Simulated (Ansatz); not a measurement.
The system is C.

```xyz
1
Lattice="4.2552 0.0000 0.0000 0.0000 4.2552 0.0000 0.0000 0.0000 1.2823" Properties=species:S:1:pos:R:3 pbc="T T T"
C     2.1276    2.1276    0.6411
```

The cell was built by a generator and needn't be a form met in nature.

* Program: Ansatz 0.2.0
* Task: relaxation of cell and atoms
* Functional: PBEsol0
* Potentials or basis: Ansatz PAW
* Cutoff: 420 eV (not typed: the program's choice for these potentials)
* k mesh: 3 × 3 × 10
* Occupations: fermi-dirac, width 0.05 eV
* Spin: no spin polarisation

At the start: volume 23.22 Å³/atom.

Where does the relaxation end?

It ends after 5 steps and the volume is 23.00 Å³/atom (-0.9 %); space group P4/mmm (No. 123, to 0.05 Å).

The path:
| step | energy change (eV) | largest force (eV/Å) | volume (Å³) |
| --- | --- | --- | --- |
| 1 | 0.0000 | 0.0000 | 23.22 |
| 2 | -0.0076 | 0.0000 | 23.01 |
| 3 | -0.0077 | 0.0000 | 22.99 |
| 4 | -0.0077 | 0.0000 | 23.00 |
| 5 | -0.0075 | 0.0000 | 23.00 |

Final structure:
```
C
1.0
     4.25761    0.00000    0.00000
     0.00000    4.25761    0.00000
     0.00000    0.00000    1.26866
C
1
Direct
  0.50000 0.50000 0.50000
```

Caveat: the k mesh is coarse (spacing up to 0.49 Å⁻¹), so the values aren't converged, least of all with exact exchange; the plane-wave basis is chosen anew once the cell has moved, so the energies of steps on either side of that aren't comparable; the PAW data sets come from PBE, with cores solved anew for the run's functional, which leaves a small shift of forces and pressure.
